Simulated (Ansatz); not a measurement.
**C3H5Ga: up Jacob's ladder to CCSD(T)**

How much do the methods differ for C3H5Ga? The plan is to run it at one geometry with functionals of several rungs and with coupled cluster, and see how far each lands from CCSD(T) at the basis-set limit for the atomisation energy.

The runs use Ansatz 0.2.0, Gaussian basis; functionals in def2-TZVPP, the program's frozen cores in correlated methods.

Plan: LDA (SPW92), PBE-D4, revPBE-D4, BLYP-D4, r2SCAN-D4, B97M-V, PBE0-D4, B3LYP-D4, r2SCANh-D4, r2SCAN0-D4, HSE06-D4, BHLYP-D4, CAM-B3LYP-D4, LC-ωPBE, ωB97X-V, ωB97M-V, B2PLYP, PBE-QIDH; CCSD(T)/def2-SVP; CCSD(T)/def2-TZVPP; MP2/def2-QZVPP; extrapolation to the limit; RPA on PBE.

## 1. The relaxed structure

An earlier PBE0-D4 in a triple-zeta def2 set relaxation fixed the geometry.

SMILES `C#[C][GaH][CH3]`, 9 atoms, charge 0, spin multiplicity 1.

Atoms are counted from 1 here; the program's logs count them from 0.

Bond lengths: C1–C2 1.210 Å, C1–H5 1.066 Å, C2–Ga3 1.925 Å, Ga3–C4 1.958 Å, Ga3–H6 1.564 Å, C4–H7 1.093 Å, C4–H8 1.090 Å, C4–H9 1.094 Å. Angles: C2–C1–H5 179.8°, C1–C2–Ga3 179.3°, C2–Ga3–C4 117.4°, C2–Ga3–H6 117.1°, C4–Ga3–H6 125.5°, Ga3–C4–H7 109.9°, Ga3–C4–H8 112.6°, Ga3–C4–H9 109.4°, H7–C4–H8 109.1°, H7–C4–H9 106.9°, H8–C4–H9 108.7°.

As a file:

```xyz
9
charge 0, multiplicity 1
C     1.49866    0.81684   -2.13870
C     0.94999    0.74518   -1.06275
Ga    0.06877    0.61124    0.64368
C    -1.03613   -0.97252    0.96636
H     1.98367    0.88308   -3.08612
H     0.29257    1.78313    1.65545
H    -0.45141   -1.87716    0.78210
H    -1.43517   -1.00629    1.97995
H    -1.87096   -0.98349    0.26004
```

## 2. LDA

This LDA is Slater exchange with PW92 correlation.

in.yaml reads:

```yaml
crystal:
  periodic: [false, false, false]
  atoms:
    - {symbol: C, position_ang: [1.498664, 0.816844, -2.138703]}
    - {symbol: C, position_ang: [0.949987, 0.745177, -1.062752]}
    - {symbol: Ga, position_ang: [0.068774, 0.611242, 0.643682]}
    - {symbol: C, position_ang: [-1.036127, -0.972517, 0.966356]}
    - {symbol: H, position_ang: [1.983669, 0.883075, -3.086121]}
    - {symbol: H, position_ang: [0.292565, 1.783125, 1.655453]}
    - {symbol: H, position_ang: [-0.451410, -1.877158, 0.782102]}
    - {symbol: H, position_ang: [-1.435172, -1.006293, 1.979950]}
    - {symbol: H, position_ang: [-1.870961, -0.983485, 0.260043]}
basis:
  gaussian: {orbitals: def2-TZVPP}
hamiltonian: {xc: lda}
output: {orbitals: {seedname: orbitals}}
```

The runs that follow: PBE-D4 (GGA); revPBE-D4 (GGA); BLYP-D4 (GGA); r2SCAN-D4 (meta-GGA); B97M-V (meta-GGA); PBE0-D4 (hybrid); B3LYP-D4 (hybrid); r2SCANh-D4 (hybrid); r2SCAN0-D4 (hybrid); HSE06-D4 (hybrid); BHLYP-D4 (hybrid); CAM-B3LYP-D4 (range-separated); LC-ωPBE (range-separated); ωB97X-V (range-separated); ωB97M-V (range-separated); B2PLYP (double hybrid); PBE-QIDH (double hybrid); CCSD(T) in def2-SVP; CCSD(T) in def2-TZVPP; MP2 in def2-QZVPP; RPA on PBE orbitals.

Before running them: what should the planned runs give, taken together? Wanted: atomisation energy, CCSD(T)/CBS; farthest beyond LDA; mean size of error, GGA; mean size of error, meta-GGA; mean size of error, hybrid; mean size of error, range-separated; mean size of error, double hybrid; gap, smallest and largest; T1 diagnostic.

As calculated:

| quantity | value |
| --- | --- |
| atomisation energy, CCSD(T)/CBS | 3365.1 kJ/mol |
| functionals within 33.7 kJ/mol (1.0 %) | revPBE-D4, BLYP-D4, r2SCAN-D4, B97M-V, PBE0-D4, B3LYP-D4, r2SCANh-D4, HSE06-D4, CAM-B3LYP-D4, LC-ωPBE, ωB97X-V, ωB97M-V, B2PLYP, PBE-QIDH |
| farthest beyond LDA | BHLYP-D4 (-107.4 kJ/mol) |
| mean size of error, GGA | 37.9 kJ/mol |
| mean size of error, meta-GGA | 1.8 kJ/mol |
| mean size of error, hybrid | 32.5 kJ/mol |
| mean size of error, range-separated | 8.7 kJ/mol |
| mean size of error, double hybrid | 19.6 kJ/mol |
| gap, smallest and largest | 4.01 eV (LDA (SPW92)), 10.95 eV (LC-ωPBE) |
| T1 diagnostic | 0.0128 |
| triples share of the correlation energy | 4.5 % |

**Reading.** The LDA atomisation energy is off by 441.9 kJ/mol (13 %): it overbinds. PBE-D4 misses by +51.8 kJ/mol. Double hybrids carry the basis error of their MP2 part in triple zeta, and no dispersion term here, so their miss is partly the set-up's. The rungs meta-GGA, range-separated, double hybrid, hybrid miss on average by less than the doubt on the reference (33.7 kJ/mol), so they tie. The reference freezes the cores and leaves out relativity and excitations past (T), and its outer-core shells are covered unevenly, so misses under about 33.7 kJ/mol can't be ranked. Hartree-Fock recovers 74 % of the binding; the rest is correlation. CCSD(T) in def2-SVP is off by -150.6 kJ/mol, more than most functionals: a good method in a small basis is no reference. The gap grows from 4.0 to 10.9 eV across the functionals, mostly with the share of exact exchange. Correlated methods include outer-core shells of Ga, which these sets cover unevenly.
